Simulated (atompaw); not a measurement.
# Pseudopotential generation for Tb: PAW (atompaw), PBE

Task: generate the file, and judge it by its logarithmic derivatives, its ghosts and its cutoff.

Program: atompaw 4.2.0.5. Reference atom: PBE, scalar-relativistic, spherical and spin-unpolarised. All values are calculated.

### 1 Settings

Typed settings, in words:

```
element                 : terbium (Tb, Z = 65)
type                    : PAW
frozen core             : [Kr] 4d10
valence charge          : 19
reference configuration : 4f9 5s2 5p6 5d0 6s2 6p0
partial waves           : 5s (bound); 6s (bound); 5p (bound); 6p (bound, empty); 5d (bound, empty); 5d channel at 0.45 Ry; 4f (bound); 4f channel at 1.15 Ry
local potential         : bessel scheme, radius 1.76 bohr
core correction         : smooth core density matched at 1.95 bohr
augmentation charge     : besselshape compensation charge, radius 2.70 bohr; PAW radius 3.00 bohr; waves and projectors: bloechl
```

An earlier all-electron run gives the scale for the radii.

All-electron outer shells of the reference configuration (PBE, scalar-relativistic, ld1.x):

```json
{"shell": "4p", "level (eV)": "-280.37", "outermost node (bohr)": "0.28", "outermost maximum (bohr)": "0.53"}
{"shell": "4d", "level (eV)": "-146.92", "outermost node (bohr)": "0.26", "outermost maximum (bohr)": "0.55"}
{"shell": "5s", "level (eV)": "-47.48", "outermost node (bohr)": "0.64", "outermost maximum (bohr)": "1.18"}
{"shell": "5p", "level (eV)": "-24.83", "outermost node (bohr)": "0.69", "outermost maximum (bohr)": "1.35"}
{"shell": "6s", "level (eV)": "-3.70", "outermost node (bohr)": "1.60", "outermost maximum (bohr)": "3.54"}
{"shell": "4f", "level (eV)": "-3.03", "outermost node (bohr)": "–", "outermost maximum (bohr)": "0.56"}
{"shell": "5d", "level (eV)": "-1.30", "outermost node (bohr)": "0.78", "outermost maximum (bohr)": "2.12"}
{"shell": "6p", "level (eV)": "-1.17", "outermost node (bohr)": "1.96", "outermost maximum (bohr)": "4.83"}
```

### 2 Generation

Tb.input reads:

```
Tb 65
GGA-PBE scalarrelativistic loggrid 2001 logderivrange -5 5 251
6 6 5 4 0 0
6 1 0
5 2 0
4 3 9
0 0 0
c
c
c
c
v
v
c
c
c
v
v
c
c
v
v
3
3.00 2.70 1.76 1.95
n
n
y
0.45
n
y
1.15
n
bloechl besselshape
bessel
PWSCFOUT
UPFDX 0.0125d0 UPFXMIN -7.d0 UPFZMESH 65.d0
END
```

Launch:

```sh
$ atompaw < Tb.input > Tb.log
```

**Question.** What will these runs give? Wanted: cutoffs for 10 and 1 mRy, occupied levels; bound ghosts; largest phase difference near zero energy, channels read; lowest eigenvalue of the overlap; share of valence orbitals outside the PAW sphere; UPF file.

**Answer**, as computed:

```
                                                quantity                                              value
               cutoffs for 10 and 1 mRy, occupied levels                                    30 Ry and 35 Ry
                                            bound ghosts                                         none found
largest phase difference near zero energy, channels read                                          0.010 rad
         lowest eigenvalue of the overlap (Bessel basis)                                          0.028 (d)
        share of valence orbitals outside the PAW sphere  5s 0 %, 6s 78 %, 5p 2 %, 6p 95 %, 5d 51 %, 4f 1 %
                                                UPF file                                            written
```

In words: It counts as soft on the atom at that tolerance, with 30 Ry needed at the looser tolerance. The slowest occupied level is 4f: taken alone it needs 30 Ry to come within 1 mRy, against 18 Ry for 5p. It is free of bound ghosts as far as tested. Near zero energy the phases of the channels with partial waves agree within 0.010 rad. The pseudo curves have a pole with no partner nearby in the atom's: d at 1.78 Ry. At positive energy that is a spurious or a displaced resonance.
